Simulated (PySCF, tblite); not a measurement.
**C2H11NO3Si3: geometry, infrared bands and NMR shifts**

Aim: predict the infrared bands and NMR shifts of C2H11NO3Si3 (`CC[Si@@H]1O[SiH2]O[Si@H](N)O1`).

Programs: tblite 0.8.0 and PySCF 2.14.0, with density-fitted response routines of our own. Each step states its level of theory. These are calculated values for one molecule in the gas phase, unless marked as measured. Atoms are numbered from 0 throughout.

### Step 1. The molecule as given

20 atoms, charge 0, multiplicity 1; geometry from: force field or distance geometry start.

Bonds of the start (Å): C0–C1 1.50, C1–Si2 1.87, Si2–O3 1.74, O3–Si4 1.70, Si4–O5 1.67, O5–Si6 1.66, Si6–N7 1.79, Si6–O8 1.68, O8–Si2 1.70, C0–H9 1.12, C0–H10 1.11, C0–H11 1.09, C1–H12 1.08, C1–H13 1.12, Si2–H14 1.47, Si4–H15 1.49, Si4–H16 1.49, Si6–H17 1.49, N7–H18 1.04, N7–H19 1.03.

### Step 2. Optimising the geometry with GFN2-xTB

Job settings and geometry (Å):

```
{"job": {"kind": "relax", "xc": "GFN2-xTB", "basis": "xTB"}, "charge": 0, "multiplicity": 1}
C     -3.201800     0.269300     0.034900
C     -2.216100    -0.864000    -0.054100
Si    -0.548000    -0.173900     0.446400
O     -0.154600     1.125400    -0.641700
Si     1.173600     1.919600     0.057100
O      2.447800     0.960400     0.541200
Si     2.247800    -0.690200     0.595100
N      3.392700    -1.497200    -0.517100
O      0.709900    -1.305000     0.287200
H     -3.259600     0.567000     1.117100
H     -4.202100    -0.032400    -0.342600
H     -2.864500     1.142800    -0.532500
H     -2.153600    -1.184800    -1.087800
H     -2.509500    -1.701600     0.622200
H     -0.612000     0.309000     1.829100
H      0.770900     2.796800     1.187700
H      1.684900     2.852800    -0.984400
H      2.631200    -1.164500     1.951800
H      2.996500    -2.403400    -0.830200
H      3.661400    -0.915300    -1.321600
```

The run is started by

```bash
> OMP_NUM_THREADS=1 python probes_run.py task.json out
```

One launch serves the whole session: the jobs run in the order shown.

**Question.** This job is followed by: GFN2-xTB harmonic vibrations, gas phase; GIAO PBE0/pcSseg-1 NMR shielding, non-relativistic, gas phase. Predict these results of the whole session: strongest single infrared mode (GFN2-xTB); zero-point energy (GFN2-xTB); 13C shifts against TMS (PBE0/pcSseg-1); 1H shifts against TMS (PBE0/pcSseg-1, means over atoms taken as alike); 29Si shifts against TMS (PBE0/pcSseg-1); 17O shifts against H2O (PBE0/pcSseg-1); 15N shifts against NH3 (PBE0/pcSseg-1).

As calculated:

| quantity | value |
| --- | --- |
| strongest single infrared mode (GFN2-xTB) | 1044 cm⁻¹, 889 km/mol |
| zero-point energy (GFN2-xTB) | 87.7 kcal/mol |
| 13C shifts against TMS (PBE0/pcSseg-1) | 14.1, 7.2 ppm |
| 1H shifts against TMS (PBE0/pcSseg-1, means over atoms taken as alike) | 5.21, 5.17, 5.16, 5.09, 1.11, 0.98, 0.92, 0.73 ppm |
| 29Si shifts against TMS (PBE0/pcSseg-1) | -25.0, -39.6, -52.7 ppm |
| 17O shifts against H2O (PBE0/pcSseg-1) | 106.7, 98.3, 90.1 ppm |
| 15N shifts against NH3 (PBE0/pcSseg-1) | 34.6 ppm |

Over 126 steps the energy fell by 1.295 eV; of the close pairs, Si2–O3 changed most, 1.740 to 1.629 Å. All 54 modes are real, so the xTB geometry is a minimum. The strongest single mode, at 1044 cm⁻¹, is spread over many atoms; the largest shares are those of O8, O3. GFN2-xTB is a fitted tight-binding method: band positions and strengths are rough. Its intensities can rank the bands wrongly. At PBE0/pcSseg-1: Shielding is most anisotropic at O3 (span 106 ppm, paramagnetic term -159 ppm).
